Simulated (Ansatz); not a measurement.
# ClGeH₂S radical: one species, many methods

The task here is to estimate one member of a computed series from the others.

Program: Ansatz 0.2.0, Gaussian basis. Level of theory: functionals in def2-TZVPP, the program's frozen cores in correlated methods. These are calculated values, not measurements.

The runs, in order: LDA (SPW92), PBE-D4, revPBE-D4, BLYP-D4, r2SCAN-D4, B97M-V, PBE0-D4, B3LYP-D4, r2SCANh-D4, r2SCAN0-D4, HSE06-D4, BHLYP-D4, CAM-B3LYP-D4, LC-ωPBE, ωB97X-V, ωB97M-V, B2PLYP, PBE-QIDH; CCSD(T)/def2-SVP; CCSD(T)/def2-TZVPP; MP2/def2-QZVPP; extrapolation to the limit; RPA on PBE.

## The geometry

The geometry comes from an earlier relaxation with PBE0-D4 in a triple-zeta def2 set; it is a stationary point.

5 atoms, charge 0, spin multiplicity 2.

Atoms are counted from 1 here; the program's logs count them from 0.

Bond lengths: S1–Ge2 2.217 Å, S1–H4 1.344 Å, Ge2–Cl3 2.167 Å, Ge2–H5 1.553 Å. Angles: Ge2–S1–H4 93.9°, S1–Ge2–Cl3 110.3°, S1–Ge2–H5 105.8°, Cl3–Ge2–H5 107.3°.

The first run:

File in.yaml:

```yaml
crystal:
  periodic: [false, false, false]
  atoms:
    - {symbol: S, position_ang: [-1.509889, 0.444975, 0.252908]}
    - {symbol: Ge, position_ang: [0.454465, -0.577132, 0.354024]}
    - {symbol: Cl, position_ang: [1.716849, 0.052887, -1.291114]}
    - {symbol: H, position_ang: [-1.733007, 0.086351, -1.022550]}
    - {symbol: H, position_ang: [1.121481, -0.080680, 1.665232]}
basis:
  gaussian: {orbitals: def2-TZVPP}
magnetization: {spin_polarized: true, initial_magnetization: 1}
hamiltonian: {xc: lda}
output: {orbitals: {seedname: orbitals}}
```

Steps of the session up to this table: LDA; PBE-D4 (GGA); revPBE-D4 (GGA); BLYP-D4 (GGA); r2SCAN-D4 (meta-GGA); B97M-V (meta-GGA); PBE0-D4 (hybrid); B3LYP-D4 (hybrid); r2SCANh-D4 (hybrid); r2SCAN0-D4 (hybrid); HSE06-D4 (hybrid); BHLYP-D4 (hybrid); CAM-B3LYP-D4 (range-separated); LC-ωPBE-D4 (range-separated; the results give it without D4); ωB97X-V (range-separated); ωB97M-V (range-separated); B2PLYP (double hybrid); PBE-QIDH (double hybrid).

One of the session's tables, all rows but one given; the rest of the session is left out.

It belongs to the step «Orbital energies across the functionals». 

| functional | HOMO (eV) | LUMO (eV) | gap (eV) |
| --- | --- | --- | --- |
| LDA (SPW92) | -5.46 | -4.71 | 0.75 |
| PBE-D4 | -5.42 | -4.38 | 1.05 |
| revPBE-D4 | -5.40 | -4.26 | 1.14 |
| BLYP-D4 | -5.23 | -4.37 | 0.87 |
| r2SCAN-D4 | -5.81 | -4.09 | 1.72 |
| B97M-V | -5.68 | -4.42 | 1.26 |
| PBE0-D4 | -6.57 | -3.53 | 3.04 |
| B3LYP-D4 | -6.30 | -3.90 | 2.41 |
| r2SCANh-D4 | -6.22 | -3.78 | 2.45 |
| r2SCAN0-D4 | -6.85 | -3.31 | 3.54 |
| HSE06-D4 | -6.18 | -3.90 | 2.28 |
| BHLYP-D4 | -7.53 | -2.73 | 4.81 |
| CAM-B3LYP-D4 | -7.78 | -2.64 | 5.14 |
| LC-ωPBE | -9.17 | -1.31 | 7.86 |
| ωB97X-V | -8.69 | -1.69 | 7.00 |
| ωB97M-V | ? | ? | ? |

Estimate the missing values for ωB97M-V.

As computed: HOMO (eV): -8.51; LUMO (eV): -1.74; gap (eV): 6.77. In the column «HOMO (eV)» it lies between ωB97X-V (-8.69) and CAM-B3LYP-D4 (-7.78).
